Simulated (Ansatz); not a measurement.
# W18S35 (Tungstenite): the cost of one run

Method: DFT, PBE, plane-wave PAW, default files, scalar-relativistic, as far as a step names no other, in Ansatz 0.2.0.

The COD entry's cell or inner coordinates are ideal or old and differ from later refinements, so a difference from it is no clean test against experiment.

## 1. The structure to begin with

Symmetry: P3m1, No. 156, trigonal system. The conventional cell has a = 9.540 Å, b = 9.540 Å, c = 12.500 Å, α = 90.00°, β = 90.00°, γ = 120.00°. W (site symmetry 3m) is surrounded by 6 S at 2.41 Å. Around W (site symmetry 1) lie 6 S at 2.41 Å. W (site symmetry m) is surrounded by 5 S at 2.41 Å. W (site symmetry m) has 6 S at 2.41 Å as nearest neighbours. S (site symmetry 1) has 3 W at 2.41 Å as nearest neighbours. Only part of the 20 independent sites is listed.

Structure file:

```cif
data_structure
_symmetry_space_group_name_H-M 'P 1'
_symmetry_Int_Tables_number 1
_cell_length_a 9.5400
_cell_length_b 9.5400
_cell_length_c 12.5000
_cell_angle_alpha 90.000
_cell_angle_beta 90.000
_cell_angle_gamma 120.000
_cell_volume 985.23
loop_
_atom_site_label
_atom_site_type_symbol
_atom_site_fract_x
_atom_site_fract_y
_atom_site_fract_z
_atom_site_occupancy
W1 W 0.11111 0.22222 0.25000 1
W2 W 0.11111 0.55556 0.25000 1
W3 W 0.11111 0.88889 0.25000 1
W4 W 0.44444 0.22222 0.25000 1
W5 W 0.44444 0.55556 0.25000 1
W6 W 0.44444 0.88889 0.25000 1
W7 W 0.77778 0.22222 0.25000 1
W8 W 0.77778 0.55556 0.25000 1
W9 W 0.77778 0.88889 0.25000 1
W10 W 0.22222 0.11111 0.75000 1
W11 W 0.22222 0.44444 0.75000 1
W12 W 0.22222 0.77778 0.75000 1
W13 W 0.55556 0.11111 0.75000 1
W14 W 0.55556 0.44444 0.75000 1
W15 W 0.55556 0.77778 0.75000 1
W16 W 0.88889 0.11111 0.75000 1
W17 W 0.88889 0.44444 0.75000 1
W18 W 0.88889 0.77778 0.75000 1
S1 S 0.11111 0.55556 0.62500 1
S2 S 0.11111 0.88889 0.62500 1
S3 S 0.44444 0.22222 0.62500 1
S4 S 0.44444 0.55556 0.62500 1
S5 S 0.44444 0.88889 0.62500 1
S6 S 0.77778 0.22222 0.62500 1
S7 S 0.77778 0.55556 0.62500 1
S8 S 0.77778 0.88889 0.62500 1
S9 S 0.22222 0.11111 0.12500 1
S10 S 0.22222 0.44444 0.12500 1
S11 S 0.22222 0.77778 0.12500 1
S12 S 0.55556 0.11111 0.12500 1
S13 S 0.55556 0.44444 0.12500 1
S14 S 0.55556 0.77778 0.12500 1
S15 S 0.88889 0.11111 0.12500 1
S16 S 0.88889 0.44444 0.12500 1
S17 S 0.88889 0.77778 0.12500 1
S18 S 0.11111 0.22222 0.87500 1
S19 S 0.11111 0.55556 0.87500 1
S20 S 0.11111 0.88889 0.87500 1
S21 S 0.44444 0.22222 0.87500 1
S22 S 0.44444 0.55556 0.87500 1
S23 S 0.44444 0.88889 0.87500 1
S24 S 0.77778 0.22222 0.87500 1
S25 S 0.77778 0.55556 0.87500 1
S26 S 0.77778 0.88889 0.87500 1
S27 S 0.22222 0.11111 0.37500 1
S28 S 0.22222 0.44444 0.37500 1
S29 S 0.22222 0.77778 0.37500 1
S30 S 0.55556 0.11111 0.37500 1
S31 S 0.55556 0.44444 0.37500 1
S32 S 0.55556 0.77778 0.37500 1
S33 S 0.88889 0.11111 0.37500 1
S34 S 0.88889 0.44444 0.37500 1
S35 S 0.88889 0.77778 0.37500 1
```

The vacant site is at (0.111, 0.222, 0.625) in fractional coordinates of the input's cell.

## 2. Gradients at the starting positions

The input, input.yaml:

```yaml
crystal:
  lattice:
    - [9.54, 0.0, 0.0]
    - [-4.77, 8.261882352, 0.0]
    - [0.0, 0.0, 12.5]
  atoms:
    - { symbol: W, position: [0.1111111111, 0.2222222222, 0.25] }
    - { symbol: W, position: [0.1111111111, 0.5555555556, 0.25] }
    - { symbol: W, position: [0.1111111111, 0.8888888889, 0.25] }
    - { symbol: W, position: [0.4444444444, 0.2222222222, 0.25] }
    - { symbol: W, position: [0.4444444444, 0.5555555556, 0.25] }
    - { symbol: W, position: [0.4444444444, 0.8888888889, 0.25] }
    - { symbol: W, position: [0.7777777778, 0.2222222222, 0.25] }
    - { symbol: W, position: [0.7777777778, 0.5555555556, 0.25] }
    - { symbol: W, position: [0.7777777778, 0.8888888889, 0.25] }
    - { symbol: W, position: [0.2222222222, 0.1111111111, 0.75], spin: 0.5 }
    - { symbol: W, position: [0.2222222222, 0.4444444444, 0.75], spin: 0.5 }
    - { symbol: W, position: [0.2222222222, 0.7777777778, 0.75] }
    - { symbol: W, position: [0.5555555556, 0.1111111111, 0.75] }
    - { symbol: W, position: [0.5555555556, 0.4444444444, 0.75] }
    - { symbol: W, position: [0.5555555556, 0.7777777778, 0.75] }
    - { symbol: W, position: [0.8888888889, 0.1111111111, 0.75], spin: 0.5 }
    - { symbol: W, position: [0.8888888889, 0.4444444444, 0.75] }
    - { symbol: W, position: [0.8888888889, 0.7777777778, 0.75] }
    - { symbol: S, position: [0.1111111111, 0.5555555556, 0.625] }
    - { symbol: S, position: [0.1111111111, 0.8888888889, 0.625] }
    - { symbol: S, position: [0.4444444444, 0.2222222222, 0.625] }
    - { symbol: S, position: [0.4444444444, 0.5555555556, 0.625] }
    - { symbol: S, position: [0.4444444444, 0.8888888889, 0.625] }
    - { symbol: S, position: [0.7777777778, 0.2222222222, 0.625] }
    - { symbol: S, position: [0.7777777778, 0.5555555556, 0.625] }
    - { symbol: S, position: [0.7777777778, 0.8888888889, 0.625] }
    - { symbol: S, position: [0.2222222222, 0.1111111111, 0.125] }
    - { symbol: S, position: [0.2222222222, 0.4444444444, 0.125] }
    - { symbol: S, position: [0.2222222222, 0.7777777778, 0.125] }
    - { symbol: S, position: [0.5555555556, 0.1111111111, 0.125] }
    - { symbol: S, position: [0.5555555556, 0.4444444444, 0.125] }
    - { symbol: S, position: [0.5555555556, 0.7777777778, 0.125] }
    - { symbol: S, position: [0.8888888889, 0.1111111111, 0.125] }
    - { symbol: S, position: [0.8888888889, 0.4444444444, 0.125] }
    - { symbol: S, position: [0.8888888889, 0.7777777778, 0.125] }
    - { symbol: S, position: [0.1111111111, 0.2222222222, 0.875] }
    - { symbol: S, position: [0.1111111111, 0.5555555556, 0.875] }
    - { symbol: S, position: [0.1111111111, 0.8888888889, 0.875] }
    - { symbol: S, position: [0.4444444444, 0.2222222222, 0.875] }
    - { symbol: S, position: [0.4444444444, 0.5555555556, 0.875] }
    - { symbol: S, position: [0.4444444444, 0.8888888889, 0.875] }
    - { symbol: S, position: [0.7777777778, 0.2222222222, 0.875] }
    - { symbol: S, position: [0.7777777778, 0.5555555556, 0.875] }
    - { symbol: S, position: [0.7777777778, 0.8888888889, 0.875] }
    - { symbol: S, position: [0.2222222222, 0.1111111111, 0.375] }
    - { symbol: S, position: [0.2222222222, 0.4444444444, 0.375] }
    - { symbol: S, position: [0.2222222222, 0.7777777778, 0.375] }
    - { symbol: S, position: [0.5555555556, 0.1111111111, 0.375] }
    - { symbol: S, position: [0.5555555556, 0.4444444444, 0.375] }
    - { symbol: S, position: [0.5555555556, 0.7777777778, 0.375] }
    - { symbol: S, position: [0.8888888889, 0.1111111111, 0.375] }
    - { symbol: S, position: [0.8888888889, 0.4444444444, 0.375] }
    - { symbol: S, position: [0.8888888889, 0.7777777778, 0.375] }
magnetization:
  spin_polarized: true
total_charge: 1
kpoints:
  mp_grid: { grid: [3, 3, 2] }
scf:
  occupations: { method: fermi_dirac, width: 0.01 }
hamiltonian:
  xc: pbe
  pseudopotentials: { kind: paw }
output:
  forces: true
  stress: true
  populations: true
  efg: { quadrupole_moments_barn: { S: -0.0694 }, contact_densities: true }
```

Started as:

```console
$ ansatz run input.yaml --threads 4 --pin off --max-ram 10240MiB --backend cpu --events-out ev --progress --plain --runs-dir out
```

**Question.** How long does this run take on 4 threads of Intel Xeon 6975P-C (Granite Rapids), shared host, and how much memory does it need?

About 2 min, with a peak of 6.1 GiB.
